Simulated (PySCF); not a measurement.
# C7H7NO: the cost of one run

Programs: PySCF 2.14.0, with routines of our own; each step states its level. All values are computed. Atoms count from 0.

## 1. The starting structure

16 atoms, charge 1, multiplicity 2; geometry from: GFN2-xTB.

## 2. Open-shell or spin-flip excitations: unrestricted TDDFT CAM-B3LYP/def2-SVP

The job: settings as JSON, then the geometry in Å.

```
{"job": {"kind": "uabs", "xc": "CAM-B3LYP", "basis": "def2-SVP", "nstates": 10, "tda": false}, "charge": 1, "multiplicity": 2}
N      0.872905     1.757955     0.836246
C      0.123410     0.805095     0.312979
C     -1.274244     1.005412     0.102000
C     -2.057950    -0.005897    -0.390561
C     -1.495421    -1.248371    -0.708341
C     -0.129609    -1.473598    -0.519813
C      0.694075    -0.472390    -0.036854
C      2.139846    -0.691269     0.113348
O      2.919360     0.136558     0.510665
H      0.497596     2.679957     1.017329
H      1.874713     1.574916     0.969405
H     -1.704680     1.957044     0.377700
H     -3.116270     0.152634    -0.534172
H     -2.116172    -2.031199    -1.117286
H      0.293291    -2.431255    -0.786248
H      2.471552    -1.706647    -0.157808
```

Method: unrestricted TDDFT CAM-B3LYP/def2-SVP, vertical, gas phase, core orbitals frozen in the response.

Command:

```
OMP_NUM_THREADS=1 python excited_run.py task.json out
```

One launch serves the whole session: the jobs run in the order shown.

Q: Estimate the wall time and peak memory of this first job on 1 thread of Arm Neoverse V2, shared host.

About 69 s, with a peak of 0.7 GiB.
